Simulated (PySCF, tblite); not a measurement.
**C₅H₇ClO₂Si: geometry, infrared bands and NMR shifts**

What infrared bands and NMR shifts should C₅H₇ClO₂Si (`O=CO[C@H]1C=C1[SiH2]CCl`) show?

The runs use tblite 0.8.0 and PySCF 2.14.0, with density-fitted response routines of our own; the level of theory stands in each step. All values are computed, except where a source is named. Atoms count from 0, in the outputs and in this text.

## 1. Starting geometry

16 atoms, charge 0, multiplicity 1; geometry from: force field or distance geometry start.

Bonds of the start (Å): O0–C1 1.26, C1–O2 1.38, O2–C3 1.43, C3–C4 1.48, C4–C5 1.34, C5–Si6 1.84, Si6–C7 1.85, C7–Cl8 1.78, C5–C3 1.49, C1–H9 1.10, C3–H10 1.09, C4–H11 1.10, Si6–H12 1.47, Si6–H13 1.46, C7–H14 1.11, C7–H15 1.10.

## 2. Optimising the geometry with GFN2-xTB

What the job is given:

```
{"job": {"kind": "relax", "xc": "GFN2-xTB", "basis": "xTB"}, "charge": 0, "multiplicity": 1}
O      4.108800     0.500900    -0.229900
C      3.485600    -0.539400     0.112100
O      2.114600    -0.676400     0.002400
C      1.400400     0.434400    -0.547900
C      0.290500     0.106800    -1.473100
C     -0.061800     0.583000    -0.276100
Si    -1.510300     1.042400     0.769900
C     -2.889500    -0.185700     0.639000
Cl    -3.710100     0.052900    -0.925600
H      4.111600    -1.339600     0.530000
H      1.966300     1.322900    -0.835900
H      0.001800    -0.261000    -2.464200
H     -2.062100     2.346900     0.389900
H     -1.077200     1.124000     2.161800
H     -3.617200    -0.001000     1.463000
H     -2.559000    -1.234500     0.673200
```

Started as:

```sh
$ OMP_NUM_THREADS=1 python probes_run.py task.json out
```

One launch serves the whole session: the jobs run in the order shown.

**Question.** This job is followed by: GFN2-xTB harmonic vibrations, gas phase; GIAO PBE0/pcSseg-1 NMR shielding, non-relativistic, gas phase. What will the session give for the following? strongest single infrared mode (GFN2-xTB); zero-point energy (GFN2-xTB); 13C shifts against TMS (PBE0/pcSseg-1); 1H shifts against TMS (PBE0/pcSseg-1); 17O shifts against H2O (PBE0/pcSseg-1); 29Si shifts against TMS (PBE0/pcSseg-1); 35Cl shifts against HCl (PBE0/pcSseg-1); surface potential, 1st and 99th percentile.

As calculated:

| quantity | value |
| --- | --- |
| strongest single infrared mode (GFN2-xTB) | 1741 cm⁻¹, 387 km/mol |
| zero-point energy (GFN2-xTB) | 65.3 kcal/mol |
| 13C shifts against TMS (PBE0/pcSseg-1) | 169.4, 139.5, 133.7, 54.8, 33.3 ppm |
| 1H shifts against TMS (PBE0/pcSseg-1) | 8.10, 7.97, 4.96, 4.85, 4.23, 3.01, 2.86 ppm |
| 17O shifts against H2O (PBE0/pcSseg-1) | 427.9, 252.3 ppm |
| 29Si shifts against TMS (PBE0/pcSseg-1) | -57.1 ppm |
| 35Cl shifts against HCl (PBE0/pcSseg-1) | 26 ppm |
| surface potential, 1st and 99th percentile | -1.22 V and 1.33 V |

What this shows: Relaxing lowered the energy by 0.799 eV in 255 steps; the close pair that moved most is C1–O2, from 1.382 to 1.305 Å. No mode is imaginary among the 42: a minimum at this level. The strongest single mode, at 1741 cm⁻¹, moves mainly C1 and O0. Unscaled tight-binding wavenumbers are off by several per cent, some by more. Its intensities can rank the bands wrongly. At PBE0/pcSseg-1: Shielding is most anisotropic at O0 (span 659 ppm, paramagnetic term -495 ppm). At PBE0/pcSseg-1, counted by nearest atom on the grid, the HOMO lies on Cl8 43 %; C7 15 %, the LUMO on C4, C5 about 33 % each; H11 10 %.
